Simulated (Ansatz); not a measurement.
Consider an atomisation energy of CH3AlFI, SMILES [CH3][Al]([F])[I] (Ansatz 0.2.0, Python API).

`run_tae.py`:
```python
from collections import Counter

import ansatz


def single_point(molecule, charge=0, unpaired=0):
    calc = (
        molecule.calculation()
        .basis(gaussian="def2-TZVP")
        .functional("r2scan")
    )
    if charge:
        calc = calc.charge(charge)
    if unpaired:
        calc = calc.spin("collinear", total=unpaired)
    return calc.run().report["free_energy_ev"]

GEOMETRY = """
C     0.09230    0.95960   -0.01890
Al    0.09470   -0.98180    0.13290
F     1.36020   -1.76510    1.09270
I    -1.61530   -2.40840   -1.05330
H    -0.81630    1.29130   -0.68170
H    -0.06590    1.47170    0.97540
H     1.01150    1.36470   -0.49280
"""


def main() -> None:
    geometry = ansatz.Crystal.molecule()
    for line in GEOMETRY.strip().splitlines():
        symbol, *xyz = line.split()
        geometry = geometry.atom(symbol, [float(v) for v in xyz])

    unpaired = {"C": 2, "Al": 1, "F": 1, "I": 1, "H": 1}
    counts = Counter(site.symbol for site in geometry.cartesian_sites)
    atom_energy = {s: single_point(ansatz.Crystal.molecule().atom(s, (0, 0, 0)), 0, unpaired[s]) for s in counts}
    whole = single_point(geometry, 0, 0)
    for s, e in atom_energy.items():
        print(f"{s:2s} x{counts[s]}  {e:14.5f} eV")
    print(f"CH3AlFI: {whole:.5f} eV")
    split = sum(counts[s] * e for s, e in atom_energy.items()) - whole
    print(f"atomisation energy (no zero-point term): {96.485332 * split:.1f} kJ/mol, {split / sum(counts.values()):.3f} eV an atom")


if __name__ == "__main__":
    main()
```

What does it cost to take this molecule apart into atoms?

2465.2 kJ/mol from the electronic energies, without the zero-point term.

What the script printed:

```console
$ python run_tae.py
C  x1     -1029.48623 eV
Al x1     -6594.15027 eV
F  x1     -2713.72719 eV
I  x1     -8103.41694 eV
H  x3       -13.60370 eV
CH3AlFI: -18507.14208 eV
atomisation energy (no zero-point term): 2465.2 kJ/mol, 3.650 eV an atom
```

What to keep in mind:
- Total energies depend on the basis set; only differences at equal settings carry meaning.
- The geometry is a force-field or estimated start, not a minimum of this method, and the basis set is short of its limit. All parts are taken at fixed geometry, without zero-point energy.
- def2 sets replace the cores of elements past krypton by effective core potentials.
- The spin-orbit lowering of heavy atoms is left out.
- Wall time of the script: 17 s on 1 thread of Arm Neoverse V1 (shared host), peak memory 0.26 GiB.
